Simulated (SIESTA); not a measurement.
The system is BaSrZr2O6.

```
Ba Zr Sr O
1.0
     4.21677   -4.23349    0.00000
     4.21677    4.23349    0.00000
     0.00000    0.00000    4.22791
Ba Zr Sr O
1 2 1 6
Cartesian
  0.0000 0.0000 2.1140
  2.1084 2.1167 0.0000
  2.1084 -2.1167 0.0000
  4.2168 0.0000 2.1140
  4.2168 -2.1943 0.0000
  4.2168 2.1943 0.0000
  6.1884 0.0000 0.0000
  2.2451 0.0000 0.0000
  2.1084 2.1167 2.1140
  2.1084 -2.1167 2.1140
```

The cell comes from a database or a generator and needn't be the stable form of this composition.

```yaml
Program: SIESTA 5.4.2
Task: single point
Functional: PBE
Potentials_or_basis: PseudoDojo 0.4 standard (PBE files)
Basis: DZP (energy shift 0.003 Ry; two zetas on semicore shells; d shell added on Ba, Sr)
Grid_cutoff: 800 Ry
Energy_shift: 0.003 Ry
k_mesh: 5 × 5 × 6
Occupations: fermi-dirac, width 0.05 eV
Spin: no spin polarisation
```

On this cell: pressure -0.3 GPa; largest force 0.113 eV/Å; band gap on the k mesh 2.98 eV, indirect (least direct gap 3.09 eV).

The same run follows on a disturbed copy (atoms moved at random, drawn with an rms of 0.05 Å):

```
Ba Zr Sr O
1.0
     4.21677   -4.23349    0.00000
     4.21677    4.23349    0.00000
     0.00000    0.00000    4.22791
Ba Zr Sr O
1 2 1 6
Direct
  0.00168 0.00260 0.49512
  0.01424 0.50199 0.00644
  0.50304 0.99813 0.00914
  0.50044 0.50438 0.50061
  0.75965 0.24049 0.00158
  0.24056 0.75451 0.99683
  0.73136 0.74103 0.99706
  0.26658 0.27069 0.99975
  0.99468 0.50584 0.49737
  0.49838 0.98370 0.50910
```

Problem. What changes?

Solution. The energy moves by +12.6 meV/atom; pressure 0.2 GPa; largest force 1.705 eV/Å; band gap on the k mesh 3.04 eV, indirect (least direct gap 3.11 eV).

Forces on the atoms (eV/Å):
```
Ba  -0.219  0.121  0.214
Zr  -1.273  1.087 -0.320
Zr   0.484 -0.244 -0.147
Sr   0.399 -0.198  0.112
O    0.017 -0.012  0.023
O    0.687  0.293  0.083
O   -0.035 -0.712  0.110
O   -0.067 -0.529  0.040
O    0.036 -0.123  0.259
O   -0.028  0.315 -0.376
```

Stress tensor (GPa, compression positive):
```
 0.60  0.13 -0.02
 0.13  0.32 -0.08
-0.02 -0.08 -0.40
```

Caveats: this set's barium file shifts pressures by up to 1 GPa against other sets; spin-orbit coupling is left out, which moves the levels of the heavy elements; an odd mesh through Γ misses points on the zone boundary, where band edges often lie; the basis of atomic orbitals isn't converged, which shifts pressures, moduli and gaps.
